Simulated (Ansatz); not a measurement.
# AlNi: an axial (c/a) deformation path

An exercise on one series of results from a longer session: the logs are not shown, and one member is left open.

Program: Ansatz 0.2.0. Level of theory: DFT r2SCAN, scalar-relativistic, plane waves, PAW. These are calculated values, not measurements.

## The system as given

It takes space group Cmmm (No. 65, orthorhombic). Conventional cell: a = 3.877 Å, b = 3.906 Å, c = 3.099 Å, α = 90.00°, β = 90.00°, γ = 90.00°. Around Al (site symmetry mmm) lie 8 Ni at 2.48 to 2.49 Å and 4 Al at 2.75 Å. Ni (site symmetry mmm) is surrounded by 8 Al at 2.48 to 2.49 Å and 4 Ni at 2.75 Å.

Coordinates:

```
Al Ni
1.0
     1.93869   -1.95319    0.00000
     1.93869    1.95319    0.00000
     0.00000    0.00000    3.09943
Al Ni
1 1
Direct
  0.00000 0.00000 0.00000
  0.50000 0.50000 0.50000
```

It goes back to an entry of the Materials Project, which need not be the stable form.

The cell is taken as given, not relaxed at this level.

The first run:

The input, input.yaml:

```yaml
crystal:
  lattice:
    - [1.938694, -1.95319015, 0.0]
    - [1.938694, 1.95319015, 0.0]
    - [0.0, 0.0, 3.0994300413]
  atoms:
    - { symbol: Al, position: [0.0, 0.0, 0.0] }
    - { symbol: Ni, position: [0.5, 0.5, 0.5] }
basis:
  ecutwfc: 500
kpoints:
  mp_grid: { grid: [20, 20, 18] }
hamiltonian:
  xc: r2scan
scf:
  occupations: { method: gaussian, width: 0.15 }
output:
  forces: true
  stress: true
  eigenvalues: true
```

Command:

```console
$ ansatz run input.yaml --threads 1 --pin off --max-ram 2560MiB --backend cpu --events-out ev --progress --plain --runs-dir out
```

Among the steps run: The reference: the undisturbed cell on the scan's mesh; Point ρ = 0.850; ρ = 1.200; ρ = 0.920; Point ρ = 1.100; ρ = 0.960; Point ρ = 1.050; Point ρ = 0.800; ρ = 1.300.

One of the session's tables, all rows but one given; the rest of the session is left out.

| ρ | ΔE (meV/atom) | pressure (GPa) |
| --- | --- | --- |
| 0.800 | 5.8 | 0.9 |
| 0.850 | -18.0 | 0.1 |
| 0.920 | -19.8 | 0.1 |
| 0.960 | ? | ? |
| 1.000 | 0.0 | 0.6 |
| 1.050 | 18.7 | 1.1 |
| 1.100 | 40.5 | 1.5 |
| 1.200 | 94.5 | 2.4 |
| 1.300 | 172.8 | 3.6 |

Estimate the missing values for ρ = 0.960.

Worked estimate for «ΔE (meV/atom)». A straight line through the neighbours (0.920, -19.8) and (1.000, 0.0) gives -19.8 + (0.0 + 19.8) × (0.960 − 0.920) / (1.000 − 0.920) = -9.9; a parabola fitted to 4 rows on both sides gives -12.4.

As computed: ΔE (meV/atom): -11.9; pressure (GPa): 0.3. In «ΔE (meV/atom)» the line misses by +2.0 and the parabola by -0.5.

Caveats from the session: The final runs have no spin polarisation, so no magnetic state was tried and one may lie lower.
